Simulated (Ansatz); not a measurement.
# F3Fe: the cost of one run

Method: DFT unrestricted B3LYP, scalar-relativistic (X2C), Gaussian basis x2c-TZVPPall, and further levels as typed in the inputs, in Ansatz 0.2.0.

**1. The starting structure**

Bond lengths: Fe1–F2 1.710 Å, Fe1–F3 1.737 Å, Fe1–F4 1.740 Å. Angles: F2–Fe1–F3 99.4°, F2–Fe1–F4 100.9°, F3–Fe1–F4 159.7°.

Coordinates:

```xyz
4

Fe    0.0023    0.0103   -0.0084
F    -0.0059    1.7204   -0.0022
F    -1.7099   -0.2820   -0.0205
F     1.7124   -0.3096   -0.0023
```

**2. Relaxing the atoms: F3Fe**

input.yaml

```yaml
relax:
  f_tol: 0.001
  max_steps: 200
crystal:
  periodic: [false, false, false]
  atoms:
    - { symbol: Fe, position_ang: [0.002283, 0.010269, -0.008396] }
    - { symbol: F, position_ang: [-0.005912, 1.720431, -0.002223] }
    - { symbol: F, position_ang: [-1.709917, -0.282032, -0.020532] }
    - { symbol: F, position_ang: [1.712403, -0.309619, -0.002323] }
magnetization:
  spin_polarized: true
  initial_magnetization: 3
basis:
  gaussian: { orbitals: x2c-TZVPPall }
hamiltonian:
  xc: { name: B3LYP }
output:
  orbitals: {}
```

Run with:

```sh
ansatz run input.yaml --threads 4 --pin off --max-ram 8192MiB --backend cpu --events-out ev --progress --plain --runs-dir out
```

What time and memory should one allow on 4 threads of Arm Neoverse V1, shared host?

About 75 s, with a peak of 0.67 GiB.
